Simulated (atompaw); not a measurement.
**A PAW (atompaw) potential for germanium, from input to tests**

Aim: build the potential from the settings below, then test how well it stands in for the atom: scattering, ghost states and the plane-wave cutoff that it needs.

The numbers are computed with atompaw 4.2.0.5 (PBEsol, scalar-relativistic, spin-unpolarised reference atom).

## 1. Settings

Typed settings, in words:

| Property | Result |
| --- | --- |
| element | germanium (Ge, Z = 32) |
| type | PAW |
| frozen core | [Ar] |
| valence charge | 14 |
| reference configuration | 3d10 4s1.5 4p2.5 |
| partial waves | 4s (bound): rc 1.65 bohr; 4s channel at 1.6 Ry: rc 1.55 bohr; 4p (bound): rc 1.65 bohr; 4p channel at 0.05 Ry: rc 1.65 bohr; 3d (bound): rc 1.25 bohr; 3d channel at -1.1 Ry: rc 1.25 bohr |
| local potential | troulliermartins scheme with l = 3 at -0.5 Ry, radius 1.10 bohr |
| core correction | smooth core density matched at 0.85 bohr |
| augmentation charge | sinc compensation charge, radius 1.30 bohr; PAW radius 1.65 bohr; waves and projectors: custom polynom vanderbiltortho |

An earlier all-electron run gives the scale for the radii.

All-electron outer shells of the reference configuration (PBEsol, scalar-relativistic, ld1.x):

| shell | level (eV) | outermost node (bohr) | outermost maximum (bohr) |
| --- | --- | --- | --- |
| 3s | -169.03 | 0.26 | 0.54 |
| 3p | -116.34 | 0.23 | 0.54 |
| 3d | -30.20 | – | 0.50 |
| 4s | -12.24 | 0.77 | 1.73 |
| 4p | -4.25 | 0.82 | 2.19 |

## 2. The generation run

The input, Ge.input:

```
Ge 32
GGA-PBESOL scalarrelativistic loggrid 1500 logderivrange -4 5 226
4 4 3 0 0 0
4 0 1.5
4 1 2.5
0 0 0
c
c
c
v
c
c
v
v
2
1.65 1.30 1.10 0.85
y
1.6
n
y
0.05
n
y
-1.1
n
custom polynom vanderbiltortho sinc
3 -0.5 troulliermartins
1.65
1.55
1.65
1.65
1.25
1.25
PWSCFOUT
UPFDX 0.0125d0 UPFXMIN -7.d0 UPFZMESH 32.d0
END
```

The run is started by

```
atompaw < Ge.input > Ge.log
```

**Question.** What will these runs give? Wanted: cutoffs for 10 and 1 mRy, occupied levels; bound ghosts; largest phase difference near zero energy, channels read; lowest eigenvalue of the overlap; share of valence orbitals outside the PAW sphere; UPF file.

The runs gave:

| quantity | value |
| --- | --- |
| cutoffs for 10 and 1 mRy, occupied levels | 100 Ry and 160 Ry |
| bound ghosts | s at -175.29 eV, p at -115.28 eV |
| largest phase difference near zero energy, channels read | 0.000 rad |
| lowest eigenvalue of the overlap (Bessel basis) | 0.618 (p) |
| share of valence orbitals outside the PAW sphere | 4s 68 %, 4p 86 %, 3d 3 % |
| UPF file | written |

A bound ghost (s, p) makes it unfit for use: electrons can fall into a state that the atom doesn't have. Close by lie the frozen 3s level (-169.0 eV) and 3p level (-116.3 eV), so the scattering curves can still match there. By its cutoff, 100 Ry for the looser tolerance, it is hard. The slowest level is 3d: taken alone it needs 100 Ry to come within 1 mRy, against 30 Ry for 4s. Near zero energy the phases of the channels with partial waves agree within 0.001 rad. These are tests on the free atom; a crystal test is still owed.
